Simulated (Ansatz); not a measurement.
# Al2O3, space group P-3m1: a relaxation followed by a look at the electronic structure

Run with Ansatz 0.2.0, Python API.

`pipeline_al2o3.py`:
```python
"""From the given cell of Al2O3 to a relaxed cell, its gap and its density of states."""

import warnings

import ansatz
import numpy as np


def count_gap(report):
    # lowest empty less highest filled band, counting bands; zero where they overlap
    return max(report.get("gap_by_band_count_ev") or 0.0, 0.0)


def configured(crystal, spacing):
    return (
        crystal.calculation()
        .functional("r2scan")
        .occupations("Fixed")
        .kpoints(spacing=spacing)
    )


def main() -> None:
    warnings.simplefilter("ignore", ansatz.DeckWarning)

    lattice = ansatz.Lattice.of(
        (3.017483, 0.0, 0.0),
        (-1.508741, 2.613217, 0.0),
        (0.0, 0.0, 7.574636),
    )
    sites = [
        ("Al", (0.0, 0.0, 0.277951)),
        ("Al", (0.0, 0.0, 0.722049)),
        ("O", (1 / 3, 2 / 3, 0.199454)),
        ("O", (2 / 3, 1 / 3, 0.800546)),
        ("O", (0.0, 0.0, 0.5)),
    ]
    cell = ansatz.Crystal(lattice=lattice)
    for symbol, position in sites:
        cell = cell.atom(symbol, position)

    relaxed = configured(cell, 0.4).relax(cell=True, force_tolerance=0.01, max_steps=40).checkpoint(write="relax.run", compress=False).run()
    cell = np.asarray(relaxed.lattice.cell_ang)
    print("relaxed edges (A):", np.linalg.norm(cell, axis=1).round(4), " volume:", round(abs(np.linalg.det(cell)), 3), "A^3")
    for site in relaxed.lattice.sites:
        print(" ", site.symbol, np.round(site.position_frac, 4) + 0.0)

    final = ansatz.Crystal.from_checkpoint("relax.run")
    out = configured(final, 0.3).functional("lda").stress().band_table().density_of_states(energy_step=0.05).run()
    rep = out.report
    dos = out.density_of_states()
    print(f"pressure at the relaxed cell {np.trace(rep['stress_gpa']) / 3:.3f} GPa, gap by band count {count_gap(rep):.3f} eV")
    if count_gap(rep) == 0:
        print("states/eV at the Fermi level:", round(float(np.interp(dos.fermi_ev, dos.energies_ev, dos.spin_summed_g_bin_mean_per_ev)), 3))


if __name__ == "__main__":
    main()
```

Running `python pipeline_al2o3.py` prints:
```text
relaxed edges (A): [2.9859 2.9859 7.5999]  volume: 58.678 A^3
  Al [0.     0.     0.2809]
  Al [0.     0.     0.7191]
  O [0.3333 0.6667 0.2045]
  O [0.6667 0.3333 0.7955]
  O [0.  0.  0.5]
pressure at the relaxed cell -3.161 GPa, gap by band count 2.376 eV
```

What to keep in mind:
- Along an axis with an odd division the mesh misses the point at one half; a gap read on a finite mesh is an upper bound on this functional's gap.
- Semilocal gaps usually lie well under measured ones.
- The structure is layered, and without a dispersion term the spacing of the layers is poorly determined.
- The crystal has a gap of about 2.38 eV on the mesh; bins of finite width blur the band edges.
- The structure comes from a database of computed cells and needn't be a stable or known phase.
- Levels are Kohn-Sham eigenvalues on this mesh.
- Where the second run takes another functional or mesh than the relaxation, its pressure isn't zero; pressure is positive in compression.
- The density of states is complete only as far up as bands were computed.
- Hardware and time: 19 s on 1 thread of Arm Neoverse V2, on a shared host, peak memory 0.53 GiB.

(Lines on the test bed's own set-up are left out of the output.)
